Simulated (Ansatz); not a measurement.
# Al2O3 (Corundum): the cost of one run

Method: DFT, PBE, plane-wave PAW, default files, scalar-relativistic, as far as a step names no other, in Ansatz 0.2.0.

### Step 1. The system as given

The structure is trigonal, space group R-3c (No. 167). The conventional cell has a = 4.760 Å, b = 4.760 Å, c = 12.996 Å, α = 90.00°, β = 90.00°, γ = 120.00°. Around Al (site symmetry 3) lie 6 O at 1.86 to 1.97 Å. O (site symmetry 2) has 4 Al at 1.86 to 1.97 Å as nearest neighbours.

As a file:

```
Al O
1.0
     2.38025    1.37424    4.33187
    -2.38025    1.37424    4.33187
     0.00000   -2.74848    4.33187
Al O
4 6
Cartesian
  0.0000 0.0000 4.5755
  0.0000 0.0000 1.9223
  0.0000 0.0000 8.4201
  0.0000 0.0000 11.0733
  -0.9213 1.3742 7.5808
  -0.7295 -1.4850 7.5808
  1.6508 0.1108 7.5808
  0.9213 -1.3742 5.4148
  0.7295 1.4850 5.4148
  -1.6508 -0.1108 5.4148
```

The earlier run gave: gap on the mesh 6.22 eV, largest force 0.007 eV/Å, pressure 7.4 GPa.

Like atoms gathered into sites:

| site | atoms | first shell | V_zz (10²¹ V/m²) | η | C_Q (MHz) |
| --- | --- | --- | --- | --- | --- |
| Al | 1, 2, 3, 4 | 6 O at 1.86–1.97 Å | 0.56 | 0.00 | 1.98 (²⁷Al) |
| O | 5, 6, 7, 8, … | 4 Al at 1.86–1.97 Å; also 2 Al at 3.22 Å | -3.88 | 0.51 | 2.40 (¹⁷O) |

Conventions: |V_zz| ≥ |V_yy| ≥ |V_xx|, η = (V_xx − V_yy)/V_zz, C_Q = eQV_zz/h. Quadrupole moments are those of Pyykkö's year-2017 table.

### Step 2. Trying other settings (scf.mixing.algorithm = broyden, scf.mixing.beta = 0.9)

The input, input.yaml:

```yaml
crystal:
  lattice:
    - [2.38025, 1.3742379782, 4.3318666667]
    - [-2.38025, 1.3742379782, 4.3318666667]
    - [0.0, -2.7484759565, 4.3318666667]
  atoms:
    - { symbol: Al, position: [0.3520818657, 0.3520818657, 0.3520818657] }
    - { symbol: Al, position: [0.1479181343, 0.1479181343, 0.1479181343] }
    - { symbol: Al, position: [0.6479181343, 0.6479181343, 0.6479181343] }
    - { symbol: Al, position: [0.8520818657, 0.8520818657, 0.8520818657] }
    - { symbol: O, position: [0.5564631077, 0.9435368923, 0.25] }
    - { symbol: O, position: [0.25, 0.5564631077, 0.9435368923] }
    - { symbol: O, position: [0.9435368923, 0.25, 0.5564631077] }
    - { symbol: O, position: [0.4435368923, 0.0564631077, 0.75] }
    - { symbol: O, position: [0.75, 0.4435368923, 0.0564631077] }
    - { symbol: O, position: [0.0564631077, 0.75, 0.4435368923] }
kpoints:
  mp_grid: { grid: [5, 5, 5] }
scf:
  occupations: { method: fermi_dirac, width: 0.02 }
  mixing: { algorithm: broyden, beta: 0.9 }
hamiltonian:
  xc: pbe
  pseudopotentials: { kind: paw }
output:
  forces: true
  stress: true
  populations: true
  efg:
    quadrupole_moments_barn: { Al: 0.1466, O: -0.02558 }
    contact_densities: true
```

Launch:

```bash
> ansatz run input.yaml --threads 1 --pin off --max-ram 3072MiB --backend cpu --events-out ev --progress --plain --runs-dir out
```

What time and memory should one allow on 1 thread of Arm Neoverse V1, shared host?

About 4.9 s, with a peak of 0.35 GiB.
